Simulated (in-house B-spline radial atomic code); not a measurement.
# Ru²⁴⁺: Hartree-Fock with and without relativity

Wanted: relativistic shifts in Ru²⁴⁺, shell by shell.

Program: in-house B-spline radial atomic code version 1. Level of theory: Hartree-Fock averaged over the configuration, non-relativistic (point nucleus) and Dirac-Coulomb (finite nucleus); spherical all-electron atom at the radial basis limit. These are calculated values, not measurements, unless marked.

## (1) Starting point

```
element       : ruthenium (Z = 44)
charge        : +24
electrons     : 20
configuration : [Ar] 3d2
nucleus       : point (non-relativistic run); Fermi, rms radius 4.481 fm (Dirac runs)
```

The outer shells:

[Ar] 3d2
```
[Ar] core
3d [↑ ][↑ ][  ][  ][  ]
```

The boxes draw the filling by Hund's rule, which heavy ions in jj coupling don't follow; these runs average over all states of the configuration.

## (2) Non-relativistic run

Input settings:

```ini
Z = 44
electrons = 20.0
configuration = [Ar] 3d2
hamiltonian = nr
method = hf
spin_polarised = False
```

## (3) Dirac-Coulomb run

Input settings:

```ini
Z = 44
electrons = 20.0
configuration = [Ar] 3d2
hamiltonian = dirac
method = hf
spin_polarised = False
nucleus = fermi
rms_radius = 4.4809
mass_number = 102
atomic_mass = 101.904340312
speed_of_light = 137.035999084
```

## (4) Dirac-Coulomb run in the lowest jj configuration, 1s2 2s2 2p6 3s2 3p6 3d-2

In configurations, a minus sign after the shell means j = l − 1/2 and a plus sign j = l + 1/2; the count of electrons follows.

The settings differ from step 3 so:

```diff
@@ -2,3 +2,3 @@
 electrons = 20.0
-configuration = [Ar] 3d2
+configuration = 1s2 2s2 2p6 3s2 3p6 3d-2
 hamiltonian = dirac
```

Before running: How much does each shell's level and mean radius change with the Dirac Hamiltonian, and the total energy?

As calculated:

Levels and radii; the Dirac values are averaged over j with the occupations as weights.

| shell | ε non-rel. (eV) | ε Dirac (eV) | <r> non-rel. (bohr) | <r> Dirac (bohr) | change of <r> (%) |
| --- | --- | --- | --- | --- | --- |
| 1s | -22656.2 | -23262.4 | 0.03463 | 0.03343 | -3.46 |
| 2s | -4121.86 | -4271.38 | 0.1493 | 0.1439 | -3.63 |
| 2p | -3884.82 | -3928.41 | 0.1279 | 0.1256 | -1.80 |
| 3s | -1411.76 | -1449.49 | 0.3796 | 0.3697 | -2.62 |
| 3p | -1316.18 | -1329.68 | 0.3679 | 0.3632 | -1.29 |
| 3d | -1183.44 | -1181.47 | 0.3275 | 0.3271 | -0.13 |

**Reading.** The total energy moves by -87.75 hartree, or -2.1 %, between the two Hamiltonians (nuclear size included). First-order perturbation theory (mass-velocity plus Darwin) gives -81.72 hartree, which is 93 % of the full shift. Averaged over j, the 2s shell contracts most (-3.63 %). Spin-orbit coupling splits the 3d level by 5.940 eV and the 2p level by 133.13 eV. The lowest jj configuration lies 7.665 eV below the average over the whole configuration. Breit terms add 2.71 hartree and QED terms 1.89 hartree.
